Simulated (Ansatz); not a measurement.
# AlCu (Pm-3m): equation of state with a fit, by script

Aim: an equation of state with a fit, for AlCu (Pm-3m), run from a script.

Computed with Ansatz 0.2.0 through its Python package. Level of theory: DFT PBEsol, plane waves, PAW.

## (1) The system

The structure is cubic, space group Pm-3m (No. 221). Conventional cell: a = 2.998 Å, b = 2.998 Å, c = 2.998 Å, α = 90.00°, β = 90.00°, γ = 90.00°. Al (site symmetry m-3m) is surrounded by 8 Cu at 2.60 Å. Cu (site symmetry m-3m) is surrounded by 8 Al at 2.60 Å.

The script holds or builds the structure itself.

## (2) The script

Contents of eos.py:

```python
# -*- coding: utf-8 -*-
"""Bulk modulus of AlCu from an E(V) curve."""

import warnings

import ansatz as az
import numpy as np
from pymatgen.analysis.eos import EOS

VECTORS = np.array([
    [2.99751, 0.0, 0.0],
    [0.0, 2.99751, 0.0],
    [0.0, 0.0, 2.99751],
])
SITES = [
    ("Al", (0.0, 0.0, 0.0)),
    ("Cu", (0.5, 0.5, 0.5)),
]


def make_crystal(cell):
    crystal = az.Crystal(lattice=az.Lattice.of(cell))
    for symbol, position in SITES:
        crystal = crystal.atom(symbol, position)
    return crystal


def main():
    warnings.simplefilter("ignore", az.DeckWarning)

    # uniform scaling of the cell
    volumes, energies, pressures = [], [], []
    for scale in np.linspace(0.88, 1.12, 7):
        cell = VECTORS * scale ** (1 / 3)
        model = (
            make_crystal(cell).calculation()
            .functional("PBEsol")
            .occupations("Fermi-Dirac", width=0.05)
            .basis(500)  # plane waves up to this kinetic energy
            .kpoints(8, 8, 8)  # sampling of the Brillouin zone
            .stress()
        )
        rep = model.run(threads=1, pin="off").report
        volumes.append(abs(np.linalg.det(cell)) / len(SITES))
        energies.append(rep["free_energy_ev"] / len(SITES))
        pressures.append(np.trace(rep["stress_gpa"]) / 3)
        print(f"V = {volumes[-1]:8.4f} A^3/atom  F = {energies[-1]:.5f} eV/atom  P = {pressures[-1]:8.3f} GPa")

    for form in ["murnaghan"]:
        fit = EOS(eos_name=form).fit(volumes, energies)
        print(f"{form:18s} V0 {fit.v0:8.4f} A^3/atom  B0 {fit.b0_GPa:7.1f} GPa  B1 {fit.b1:5.2f}")


if __name__ == "__main__":
    main()
```

## (3) Launch

Run with:

```console
python eos.py
```

**Question.** Estimate the equilibrium volume and the bulk modulus.

**Answer**, as computed:

```
                      quantity            value
                 runs compared                7
               range of energy  109.01 meV/atom
lowest point, volume (Å³/atom)           12.928
      equilibrium volume (fit)    12.93 Å³/atom
            bulk modulus (fit)          130 GPa
```

In words: A third-order Birch-Murnaghan fit through the 7 points (the script's own form differs a little) has its minimum at 12.93 Å³ an atom, 4.0 % below the typed cell, with a bulk modulus of 130 GPa. From that minimum the energy rises by 42.9 meV an atom on the compressed side and 109.0 meV on the expanded side. Caveats:
- The run is spin-unpolarised.
- The mesh is modest for a metal, so energies can be off by several to tens of meV an atom and pressures by half a GPa or more; differences at equal mesh fare better.
- Pressure is positive in compression.
- This cell is a computed structure, which may not be the phase found in nature.
